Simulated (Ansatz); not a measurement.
Predict the output of the script below (the Ansatz DFT code, driven from Python).

`relaxed_scan_c2h4se.py`
```python
'''Relaxed scan of one distance in C2H4Se.'''

import ansatz as az
import numpy as np


def main() -> None:
    geometry_ang = [
        ('C', [-0.7097, 0.357, -0.5915]),
        ('C', [-0.068, 0.1716, 0.5097]),
        ('Se', [0.7373, -1.528, 0.7975]),
        ('H', [-0.7883, -0.3608, -1.361]),
        ('H', [-1.2242, 1.3602, -0.7833]),
        ('H', [0.0344, 0.9704, 1.2571]),
        ('H', [2.0798, -1.0384, 0.1257]),
    ]
    molecule = az.Crystal.molecule()
    for symbol, xyz in geometry_ang:
        molecule = molecule.atom(symbol, xyz)

    calculation = (
        molecule.calculation()
        .basis(gaussian='def2-SVP')
        .functional('HF')
    )
    symbols = [site.symbol for site in molecule.cartesian_sites]
    pairs = [(0, 1), (0, 3), (0, 4), (1, 2), (1, 5), (2, 6)]
    print('held (A)   E (eV)        ', '  '.join(f'{symbols[i]}{i}-{symbols[j]}{j}' for i, j in pairs))
    for length in [1.05, 1.14, 1.24, 1.37, 1.54]:
        summary = calculation.relax(constraints=[az.DistanceConstraint((0, 4), at=length)], force_tolerance=0.02, max_steps=60).run(threads=1).report
        xyz = np.array(summary['positions_ang'])
        print(f'{length:6.2f} {summary["free_energy_ev"]:14.5f}  ', '  '.join(f'{np.linalg.norm(xyz[i] - xyz[j]):.3f}' for i, j in pairs))


if __name__ == '__main__':
    main()
```

Running `python relaxed_scan_c2h4se.py` prints:
```text
held (A)   E (eV)         C0-C1  C0-H3  C0-H4  C1-Se2  C1-H5  Se2-H6
DeckWarning: relax.constraints: the input's atoms, or those drawn, lie off the distances that are held; a relaxation that starts there is brought onto them ahead of its first SCF, by positions alone, an atom by 4.68e-2 Å at the most. With the symmetry detection on, the symmetry is detected on the input's atoms as so brought (as typed, where only the drawn atoms reach the distances), and notices that speak of the structure as typed mean those atoms
  1.05   -67416.70016   1.321  1.083  1.050  1.909  1.083  1.455
  1.14   -67416.66843   1.320  1.083  1.140  1.909  1.083  1.455
  1.24   -67416.37012   1.318  1.082  1.240  1.912  1.082  1.455
  1.37   -67415.76621   1.316  1.081  1.370  1.913  1.082  1.455
  1.54   -67414.83872   1.313  1.080  1.540  1.916  1.081  1.456
```
(Warnings from the package without file and line, repeats left out.)

Reading the output:
- Total energies depend on the basis set; only differences at equal settings carry meaning.
- The energies are electronic: no zero-point or thermal terms, and the basis set is short of its limit.
- Timing: 77 s on 1 thread of Arm Neoverse V2 (shared host), peak memory 0.22 GiB.
